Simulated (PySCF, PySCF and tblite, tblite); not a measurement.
# C5H6O2: conformers and averaged spectra

Which conformers does C5H6O2 (`OCc1ccoc1`) populate, and what do their averaged NMR parameters look like?

Computed with tblite 0.8.0 (tight binding) and PySCF 2.14.0 (DFT, with response routines of our own); each step states its level. Atoms count from 0 throughout.

## (1) The molecule as given

13 atoms, charge 0, multiplicity 1; geometry from: MMFF94s geometry.

Bonds of the start (Å): C1–C2 1.47, C1–H8 1.09, C1–H9 1.11, C2–C3 1.44, C2–C6 1.38, C3–C4 1.38, C3–H10 1.07, C4–H11 1.08, C4–O5 1.35, C6–H12 1.09, O0–C1 1.43, O0–H7 0.98, O5–C6 1.36.

## (2) GFN2-xTB relaxation, conformer 1

The job: settings as JSON, then the geometry in Å.

```
{"job": {"xc": "GFN2-xTB", "basis": "xTB", "kind": "relax"}, "charge": 0, "multiplicity": 1}
O      2.320100     0.646500     0.061200
C      1.521100    -0.507900    -0.187800
C      0.085300    -0.230300    -0.040200
C     -0.673200     0.785900    -0.729700
C     -1.970300     0.663800    -0.272600
O     -2.079400    -0.342000     0.620800
C     -0.835200    -0.875700     0.757800
H      1.998100     1.035500     0.902000
H      1.753300    -0.871300    -1.188000
H      1.840300    -1.288600     0.531400
H     -0.305300     1.494300    -1.442600
H     -2.889100     1.192800    -0.497300
H     -0.769900    -1.702600     1.467200
```

Started as:

```
> OMP_NUM_THREADS=1 python ens_run.py task.json out
```

One launch serves the whole session.

The program printed:

```text
step      E/eV     max force
  0    -595.03209    1.828
  1    -595.09205    0.539
  2    -595.10458    0.290
  3    -595.11201    0.256
  4    -595.11884    0.180
  5    -595.12108    0.127
  6    -595.12302    0.150
  7    -595.12427    0.098
  8    -595.12495    0.065
  9    -595.12522    0.039
 10    -595.12522    0.039
 11    -595.12530    0.028
 12    -595.12546    0.027
 13    -595.12550    0.020
 14    -595.12557    0.018
 15    -595.12561    0.018
 16    -595.12565    0.018
 17    -595.12571    0.019
 18    -595.12576    0.016
 19    -595.12580    0.016
 20    -595.12584    0.016
 21    -595.12586    0.013
 22    -595.12588    0.013
 23    -595.12591    0.014
 24    -595.12594    0.022
 25    -595.12600    0.024
 26    -595.12605    0.019
 27    -595.12608    0.013
 28    -595.12610    0.013
 29    -595.12611    0.014
 30    -595.12613    0.013
 31    -595.12615    0.013
 32    -595.12617    0.010
 33    -595.12619    0.009
 34    -595.12620    0.008
 35    -595.12620    0.009
 36    -595.12621    0.011
 37    -595.12623    0.011
 38    -595.12624    0.008
 39    -595.12625    0.008
 40    -595.12626    0.008
 41    -595.12627    0.011
 42    -595.12629    0.014
 43    -595.12631    0.013
 44    -595.12632    0.011
 45    -595.12634    0.010
 46    -595.12635    0.009
 47    -595.12636    0.007
 48    -595.12637    0.008
 49    -595.12638    0.008
 50    -595.12639    0.011
 51    -595.12641    0.013
 52    -595.12643    0.015
 53    -595.12646    0.018
 54    -595.12650    0.022
 55    -595.12657    0.030
 56    -595.12668    0.036
 57    -595.12685    0.044
 58    -595.12708    0.042
 59    -595.12733    0.036
 60    -595.12752    0.037
 61    -595.12762    0.064
 62    -595.12773    0.065
 63    -595.12791    0.042
 64    -595.12808    0.028
 65    -595.12832    0.037
 66    -595.12843    0.035
 67    -595.12851    0.024
 68    -595.12856    0.016
 69    -595.12860    0.018
 70    -595.12866    0.026
 71    -595.12870    0.024
 72    -595.12874    0.016
 73    -595.12878    0.015
 74    -595.12881    0.011
 75    -595.12883    0.012
 76    -595.12885    0.010
 77    -595.12886    0.010
 78    -595.12887    0.008
 79    -595.12888    0.008
 80    -595.12889    0.004
 81    -595.12889    0.003
```

It took 0.54 s on 1 thread of Arm Neoverse V1, shared host.

Relaxing gained 0.097 eV and moved the atoms by 0.24 Å on average (rms).

**GFN2-xTB relaxation, conformer 2**

The job: settings as JSON, then the geometry in Å.

```
{"job": {"xc": "GFN2-xTB", "basis": "xTB", "kind": "relax"}, "charge": 0, "multiplicity": 1}
O     -1.900000    -1.223100    -0.201600
C     -1.511100     0.138000    -0.058600
C     -0.018000     0.212400     0.020100
C      0.878100    -0.872700     0.212600
C      2.123900    -0.326700     0.234000
O      2.064500     1.007000     0.072600
C      0.766600     1.328200    -0.059100
H     -2.860900    -1.261900    -0.250000
H     -1.864400     0.750600    -0.922900
H     -1.947700     0.578000     0.872300
H      0.605000    -1.903300     0.310600
H      3.095300    -0.763800     0.352900
H      0.526700     2.364600    -0.199800
```

The program printed:

```text
step      E/eV     max force
  0    -595.01203    0.532
  1    -595.02053    0.256
  2    -595.02353    0.089
  3    -595.02376    0.058
  4    -595.02387    0.033
  5    -595.02394    0.029
  6    -595.02400    0.029
  7    -595.02404    0.017
  8    -595.02407    0.017
  9    -595.02408    0.014
 10    -595.02410    0.014
 11    -595.02411    0.009
 12    -595.02412    0.011
 13    -595.02413    0.014
 14    -595.02415    0.016
 15    -595.02417    0.017
 16    -595.02421    0.018
 17    -595.02424    0.016
 18    -595.02429    0.017
 19    -595.02434    0.023
 20    -595.02440    0.024
 21    -595.02446    0.024
 22    -595.02454    0.027
 23    -595.02464    0.030
 24    -595.02477    0.035
 25    -595.02493    0.035
 26    -595.02508    0.032
 27    -595.02521    0.030
 28    -595.02539    0.043
 29    -595.02573    0.070
 30    -595.02633    0.095
 31    -595.02634    0.181
 32    -595.02769    0.121
 33    -595.02853    0.100
 34    -595.02969    0.131
 35    -595.03039    0.102
 36    -595.03167    0.102
 37    -595.02761    0.455
 38    -595.03419    0.118
 39    -595.03536    0.053
 40    -595.03618    0.243
 41    -595.03722    0.078
 42    -595.03789    0.055
 43    -595.03908    0.077
 44    -595.03939    0.044
 45    -595.03982    0.049
 46    -595.04061    0.051
 47    -595.04145    0.081
 48    -595.04199    0.080
 49    -595.04226    0.155
 50    -595.04292    0.076
 51    -595.04334    0.052
 52    -595.04422    0.061
 53    -595.04469    0.090
 54    -595.04534    0.084
 55    -595.04603    0.067
 56    -595.04660    0.080
 57    -595.04717    0.131
 58    -595.04781    0.065
 59    -595.04834    0.040
 60    -595.04868    0.031
 61    -595.04887    0.028
 62    -595.04903    0.031
 63    -595.04916    0.042
 64    -595.04929    0.028
 65    -595.04940    0.023
 66    -595.04950    0.019
 67    -595.04957    0.029
 68    -595.04971    0.034
 69    -595.04986    0.036
 70    -595.05007    0.031
 71    -595.05027    0.025
 72    -595.05042    0.028
 73    -595.05053    0.024
 74    -595.05062    0.023
 75    -595.05073    0.023
 76    -595.05086    0.028
 77    -595.05096    0.025
 78    -595.05102    0.018
 79    -595.05106    0.010
 80    -595.05107    0.020
 81    -595.05109    0.015
 82    -595.05110    0.011
 83    -595.05111    0.010
 84    -595.05112    0.012
 85    -595.05114    0.011
 86    -595.05116    0.012
 87    -595.05118    0.014
 88    -595.05123    0.017
 89    -595.05130    0.021
 90    -595.05139    0.024
 91    -595.05144    0.020
 92    -595.05147    0.034
 93    -595.05151    0.012
 94    -595.05154    0.010
 95    -595.05160    0.012
 96    -595.05163    0.013
 97    -595.05164    0.010
 98    -595.05166    0.010
 99    -595.05167    0.007
100    -595.05168    0.010
101    -595.05168    0.006
102    -595.05169    0.004
103    -595.05169    0.004
```

Wall time 0.48 s (1 thread of Arm Neoverse V1, shared host).

Relaxing gained 0.040 eV and moved the atoms by 0.69 Å on average (rms).

## (3) DFT optimisation, conformer 1: PBE0-D3(BJ)/def2-SVP

The job: settings as JSON, then the geometry in Å.

```
{"job": {"kind": "geom", "xc": "PBE0", "basis": "def2-SVP", "d3": "d3bj", "grid": 1, "maxiter": 40}, "charge": 0, "multiplicity": 1}
O      2.310013     0.586963     0.290329
C      1.519210    -0.462315    -0.230961
C      0.053160    -0.207590    -0.077282
C     -0.742303     0.697618    -0.833721
C     -1.993612     0.624993    -0.310235
O     -2.032638    -0.249657     0.708806
C     -0.792699    -0.744815     0.848868
H      2.065515     0.731246     1.211087
H      1.784535    -0.521590    -1.289279
H      1.778219    -1.414606     0.254867
H     -0.410477     1.307754    -1.647653
H     -2.907337     1.124774    -0.563622
H     -0.635975    -1.472289     1.621067
```

The program printed:

```text
step   0  E = -343.91998980  max force = 0.012455
step   1  E = -343.92176726  max force = 0.004055
step   2  E = -343.92184063  max force = 0.001333
step   3  E = -343.92192144  max force = 0.004204
step   4  E = -343.92205530  max force = 0.004193
step   5  E = -343.92221006  max force = 0.001648
step   6  E = -343.92223844  max force = 0.000669
step   7  E = -343.92224429  max force = 0.000552
step   8  E = -343.92224726  max force = 0.000315
optimisation converged
```

It took 61 s on 1 thread of Arm Neoverse V1, shared host; peak memory 0.5 GiB.

Gain 0.061 eV; displacement 0.25 Å root mean square.

## (4) DFT optimisation, conformer 2: PBE0-D3(BJ)/def2-SVP

The job: settings as JSON, then the geometry in Å.

```
{"job": {"kind": "geom", "xc": "PBE0", "basis": "def2-SVP", "d3": "d3bj", "grid": 1, "maxiter": 40}, "charge": 0, "multiplicity": 1}
O     -1.943254    -0.666132    -0.987730
C     -1.510045     0.035435     0.164168
C     -0.022237     0.153302     0.115518
C      0.927166    -0.789280     0.595915
C      2.148893    -0.272997     0.301848
O      2.026031     0.909734    -0.322762
C      0.713537     1.159951    -0.436725
H     -2.901119    -0.757358    -0.957844
H     -1.957094     1.040056     0.189999
H     -1.804904    -0.506184     1.074555
H      0.715604    -1.716685     1.086600
H      3.142423    -0.634846     0.477948
H      0.422962     2.072374    -0.918261
```

The program printed:

```text
step   0  E = -343.91669871  max force = 0.014316
step   1  E = -343.91839422  max force = 0.004132
step   2  E = -343.91847813  max force = 0.001653
step   3  E = -343.91855859  max force = 0.004908
step   4  E = -343.91869363  max force = 0.004513
step   5  E = -343.91893243  max force = 0.002957
step   6  E = -343.91910251  max force = 0.002417
step   7  E = -343.91914397  max force = 0.001405
step   8  E = -343.91916847  max force = 0.000338
step   9  E = -343.91917013  max force = 0.000145
optimisation converged
```

Run time: 68 s. Hardware: 1 thread of Arm Neoverse V1, shared host; peak memory 0.51 GiB.

Relaxing gained 0.067 eV and moved the atoms by 0.37 Å on average (rms).

## (5) Shieldings, conformer 1: PBE0/pcSseg-1 in chloroform

The job: settings as JSON, then the geometry in Å.

```
{"job": {"xc": "PBE0", "basis": "pcSseg-1", "solvent": "chloroform", "kind": "nmr", "pop": true}, "charge": 0, "multiplicity": 1}
O      2.293695     0.689952     0.016835
C      1.538362    -0.483083    -0.136608
C      0.067988    -0.240771    -0.024534
C     -0.691887     0.747277    -0.738188
C     -1.975164     0.622181    -0.302205
O     -2.066858    -0.356806     0.621624
C     -0.831314    -0.868624     0.788993
H      2.003191     1.115036     0.831065
H      1.779662    -0.869027    -1.140625
H      1.835084    -1.272553     0.582388
H     -0.313618     1.453029    -1.474345
H     -2.900310     1.138495    -0.545507
H     -0.736416    -1.675395     1.511942
```

The program printed:

```text
coarse grid: 11328 points
cycle   1  E = -343.9891455478  dE =  1.292e+00  |g| = 6.710e-01  |ddm| = 3.359e+00
cycle   2  E = -343.9317662705  dE =  5.738e-02  |g| = 8.953e-01  |ddm| = 1.151e+00
cycle   3  E = -344.0715523278  dE = -1.398e-01  |g| = 7.217e-02  |ddm| = 7.016e-01
cycle   4  E = -344.0723767112  dE = -8.244e-04  |g| = 3.443e-02  |ddm| = 7.813e-02
cycle   5  E = -344.0726174269  dE = -2.407e-04  |g| = 1.340e-02  |ddm| = 3.682e-02
cycle   6  E = -344.0726542419  dE = -3.682e-05  |g| = 3.704e-03  |ddm| = 1.262e-02
cycle   7  E = -344.0726571362  dE = -2.894e-06  |g| = 5.587e-04  |ddm| = 3.170e-03
final grid: 110688 points
cycle   8  E = -344.1342874680  dE = -2.088e-05  |g| = 1.189e-02  |ddm| = 2.949e-02
cycle   9  E = -344.1342508684  dE =  3.660e-05  |g| = 1.858e-02  |ddm| = 1.945e-02
cycle  10  E = -344.1343129458  dE = -6.208e-05  |g| = 1.886e-03  |ddm| = 1.250e-02
cycle  11  E = -344.1343137233  dE = -7.776e-07  |g| = 2.980e-04  |ddm| = 1.524e-03
cycle  12  E = -344.1343137385  dE = -1.522e-08  |g| = 1.164e-04  |ddm| = 3.241e-04
cycle  13  E = -344.1343137416  dE = -3.031e-09  |g| = 1.149e-05  |ddm| = 1.042e-04
cycle  14  E = -344.1343137416  dE = -2.137e-11  |g| = 6.727e-06  |ddm| = 1.586e-05
converged SCF energy = -344.1343137416

GIAO shielding tensors (ppm)
atom      isotropic    diamagn.    paramagn.     s11        s22        s33       span
  0 O      291.892     389.856     -97.964    245.666    296.857    333.153     87.487
  1 C      125.721     237.998    -112.277     99.966    113.389    163.808     63.842
  2 C       51.412     261.822    -210.410    -24.579     32.916    145.898    170.476
  3 C       67.610     250.942    -183.332    -21.624     64.963    159.490    181.114
  4 C       36.094     254.320    -218.226    -41.648     43.741    106.190    147.838
  5 O       38.324     397.967    -359.644    -96.536    -41.939    253.445    349.982
  6 C       40.958     252.893    -211.935    -31.266     49.337    104.804    136.070
  7 H       30.779      32.015      -1.236     23.000     28.747     40.591     17.591
  8 H       26.647      27.203      -0.556     23.147     25.945     30.848      7.701
  9 H       26.570      28.176      -1.606     21.377     26.749     31.584     10.208
 10 H       24.270      31.530      -7.260     22.031     24.405     26.373      4.342
 11 H       23.683      29.342      -5.659     20.727     24.741     25.581      4.854
 12 H       23.791      31.135      -7.344     20.876     24.769     25.729      4.854
```

Wall time 17 s (1 thread of Arm Neoverse V1, shared host); peak memory 0.86 GiB.

In short: HOMO -6.74 eV, LUMO 0.26 eV; dipole 1.18 D.

## (6) Shieldings, conformer 2: PBE0/pcSseg-1 in chloroform

The job: settings as JSON, then the geometry in Å.

```
{"job": {"xc": "PBE0", "basis": "pcSseg-1", "solvent": "chloroform", "kind": "nmr", "pop": false}, "charge": 0, "multiplicity": 1}
O     -1.916931    -1.090421    -0.579657
C     -1.519951     0.087115     0.075307
C     -0.034121     0.195715     0.037077
C      0.907818    -0.823704     0.398978
C      2.140410    -0.269424     0.237972
O      2.033338     1.004526    -0.192369
C      0.719088     1.276989    -0.317190
H     -2.860629    -1.207360    -0.435017
H     -1.959234     0.993255    -0.387645
H     -1.848781     0.082141     1.135188
H      0.679829    -1.837908     0.717987
H      3.151012    -0.644153     0.378924
H      0.462811     2.274366    -0.666332
```

The program printed:

```text
coarse grid: 11328 points
cycle   1  E = -343.9850831400  dE =  1.299e+00  |g| = 6.769e-01  |ddm| = 3.381e+00
cycle   2  E = -343.9258904105  dE =  5.919e-02  |g| = 9.035e-01  |ddm| = 1.265e+00
cycle   3  E = -344.0695390694  dE = -1.436e-01  |g| = 6.395e-02  |ddm| = 7.629e-01
cycle   4  E = -344.0702041998  dE = -6.651e-04  |g| = 2.802e-02  |ddm| = 6.439e-02
cycle   5  E = -344.0703544323  dE = -1.502e-04  |g| = 1.238e-02  |ddm| = 3.104e-02
cycle   6  E = -344.0703841500  dE = -2.972e-05  |g| = 3.684e-03  |ddm| = 1.157e-02
cycle   7  E = -344.0703870614  dE = -2.911e-06  |g| = 3.587e-04  |ddm| = 3.010e-03
final grid: 110688 points
cycle   8  E = -344.1318738316  dE = -2.202e-05  |g| = 1.183e-02  |ddm| = 3.044e-02
cycle   9  E = -344.1318377281  dE =  3.610e-05  |g| = 1.847e-02  |ddm| = 1.964e-02
cycle  10  E = -344.1318991966  dE = -6.147e-05  |g| = 1.954e-03  |ddm| = 1.252e-02
cycle  11  E = -344.1319000259  dE = -8.293e-07  |g| = 2.929e-04  |ddm| = 1.600e-03
cycle  12  E = -344.1319000404  dE = -1.451e-08  |g| = 1.220e-04  |ddm| = 3.262e-04
cycle  13  E = -344.1319000437  dE = -3.328e-09  |g| = 1.021e-05  |ddm| = 1.156e-04
cycle  14  E = -344.1319000438  dE = -1.864e-11  |g| = 4.584e-06  |ddm| = 1.425e-05
converged SCF energy = -344.1319000438

GIAO shielding tensors (ppm)
atom      isotropic    diamagn.    paramagn.     s11        s22        s33       span
  0 O      312.810     386.889     -74.079    266.918    284.002    387.510    120.592
  1 C      125.307     238.788    -113.481    104.458    108.425    163.037     58.579
  2 C       53.036     259.080    -206.043    -24.779     38.193    145.695    170.474
  3 C       67.768     249.637    -181.870    -21.961     64.735    160.529    182.490
  4 C       36.613     254.248    -217.636    -40.786     44.328    106.296    147.082
  5 O       39.615     397.800    -358.185    -95.192    -40.585    254.621    349.812
  6 C       41.523     252.013    -210.490    -30.908     50.797    104.681    135.590
  7 H       30.229      28.841       1.388     20.399     25.876     44.411     24.013
  8 H       26.427      28.163      -1.736     21.244     26.613     31.424     10.180
  9 H       26.374      27.927      -1.553     22.254     26.143     30.726      8.472
 10 H       24.279      31.005      -6.726     21.905     24.418     26.514      4.608
 11 H       23.703      29.061      -5.358     20.735     24.788     25.587      4.852
 12 H       23.770      30.739      -6.969     20.757     24.791     25.763      5.006
```

Run time: 15 s. Hardware: 1 thread of Arm Neoverse V1, shared host; peak memory 0.87 GiB.

This run: HOMO -6.64 eV, LUMO 0.33 eV; dipole 2.29 D.

## (7) The ensemble: properties at PBE0/pcSseg-1 in chloroform

The job: settings as JSON, then the geometry in Å.

```
{"job": {"study": "conf", "smiles": "OCc1ccoc1", "search": {"seed": 2133, "n_embed": 90, "ff_keep": 18, "window": 3.0, "nmax": 5, "temps": [220, 260, 298.15, 340, 380], "t_ref": 298.15, "order": 0.001, "geom": true}, "level": {"nmr": {"xc": "PBE0", "basis": "pcSseg-1", "solvent": "chloroform"}}, "kind": "conf"}, "charge": 0, "multiplicity": 1}
O      2.293695     0.689952     0.016835
C      1.538362    -0.483083    -0.136608
C      0.067988    -0.240771    -0.024534
C     -0.691887     0.747277    -0.738188
C     -1.975164     0.622181    -0.302205
O     -2.066858    -0.356806     0.621624
C     -0.831314    -0.868624     0.788993
H      2.003191     1.115036     0.831065
H      1.779662    -0.869027    -1.140625
H      1.835084    -1.272553     0.582388
H     -0.313618     1.453029    -1.474345
H     -2.900310     1.138495    -0.545507
H     -0.736416    -1.675395     1.511942
```

The program printed:

```text
conformer  sym    E(xTB)   E(DFT)   G(298.15 K)  weight  dipole/D
    1     C1      0.000    0.000    0.000   0.9009    1.185
    2     C1      1.780    1.618    1.308   0.0991    2.290

mean shielding (ppm) by class
class atoms           220 K      260 K   298.15 K      340 K      380 K
  0 O  0            292.785    293.364    293.966    294.631    295.243
  1 C  1            125.703    125.692     125.68    125.667    125.655
  2 C  2             51.481     51.526     51.573     51.625     51.672
  3 C  3             67.617     67.621     67.626     67.631     67.635
  4 C  4             36.116     36.131     36.146     36.162     36.177
  5 O  5             38.379     38.414     38.452     38.493      38.53
  6 C  6             40.983     40.998     41.014     41.032     41.049
  7 H  7             30.756     30.741     30.725     30.707     30.691
  8 H  8,9           26.599     26.594     26.588     26.581     26.575
  9 H  10             24.27      24.27     24.271     24.271     24.271
 10 H  11            23.684     23.684     23.685     23.686     23.686
 11 H  12             23.79      23.79     23.789     23.789     23.788
```

Run time: 34 s. Hardware: 1 thread of Arm Neoverse V1, shared host. This counts the runs that the step sums up.

The search (ETKDG, MMFF94s, GFN2-xTB) embedded 90 structures, kept 2 distinct ones after the force field and 2 after xTB; 2 were carried on (window 3.0 kcal/mol at the search's own energies). Energies: PBE0/pcSseg-1 in chloroform with D3(BJ).

The conformers at 298 K:

```tsv
no.	group	mirror pair	ΔE xTB	ΔE DFT	ΔG	weight (%)	μ (D)	H7–O0–C1–C2 (°)	O0–C1–C2–C3 (°)	A, B, C (GHz)
1	C1	yes	0.00	0.00	0.00	90.1	1.19	52	51	7.22, 1.86, 1.58
2	C1	yes	1.78	1.62	1.31	9.9	2.29	172	-50	7.37, 1.87, 1.57
```

Energies in kcal/mol. ΔG holds xTB vibrations and rotation, symmetry numbers and mirror pairs.

Weights (%) by temperature:

```tsv
no.	220 K	260 K	298 K	340 K	380 K
1	95.7	93.0	90.1	86.9	84.0
2	4.3	7.0	9.9	13.1	16.0
```

How the weights hang on the way they are made:

```tsv
scheme	1	2	mean μ (D)
DFT free energy	90	10	1.29
DFT energy, symmetry counted	94	6	1.25
DFT energy alone	94	6	1.25
xTB energy, symmetry counted	95	5	1.24
xTB free energy	92	8	1.27
lowest conformer only	100	0	1.19
equal weights	50	50	1.74
conformers found from three starts alone	100	0	1.19
```

Shifts against references run at the same level ($^{17}$O H2O 341.0, $^{1}$H TMS 31.25, $^{13}$C TMS 185.2 ppm of shielding), by class of atoms, at 298 K:

```tsv
atoms	environment	no. 1	no. 2	average
C4	aromatic CH next to the ring oxygen	149.1	148.6	149.0
C6	aromatic CH next to the ring oxygen	144.2	143.6	144.2
C2	substituted aromatic carbon	133.8	132.1	133.6
C3	aromatic CH	117.6	117.4	117.5
C1	sp3 CH2 bonded to O, on an aromatic ring	59.4	59.9	59.5
H11	hydrogen on an aromatic CH next to the ring oxygen	7.56	7.54	7.56
H12	hydrogen on an aromatic CH next to the ring oxygen	7.46	7.48	7.46
H10	hydrogen on an aromatic CH	6.98	6.97	6.98
H8, H9	hydrogen on an sp3 CH2 bonded to O, on an aromatic ring	4.64	4.85	4.66
H7	hydrogen on an alcohol oxygen	0.47	1.02	0.52
O5	aromatic ring oxygen	302.6	301.4	302.5
O0	alcohol oxygen	49.1	28.2	47.0
```

Effective distances for nuclear Overhauser effects, ⟨r⁻⁶⟩^(−1/6) over all pairs of two classes (Å): H7···H8 2.52; H10···H11 2.77; H8···H12 3.02; H7···H10 3.32; H8···H10 3.42; H7···H12 4.02.

## (8) Summary of results

| quantity | value |
| --- | --- |
| conformers | 2; the first in weight is no. 1 (C1), 90 % at 298 K |
| root-mean-square dipole | 1.34 D |
| averaged $^{13}$C shifts (PBE0/pcSseg-1 in chloroform) | 149.0, 144.2, 133.6, 117.5, 59.5 ppm |
| averaged $^{1}$H shifts (PBE0/pcSseg-1 in chloroform) | 7.56, 7.46, 6.98, 4.66, 0.52 ppm |

What this shows: At 298 K conformer 1 holds 90 % of the ensemble (96 % at 220 K, 84 % at 380 K). Among conformers over 5 %, H7 differs by 0.55 ppm, while the average moves by 0.07 ppm from 220 to 380 K. Protons on O, N, S or Se exchange and bind to solvent, so their values hold for the lone molecule only.
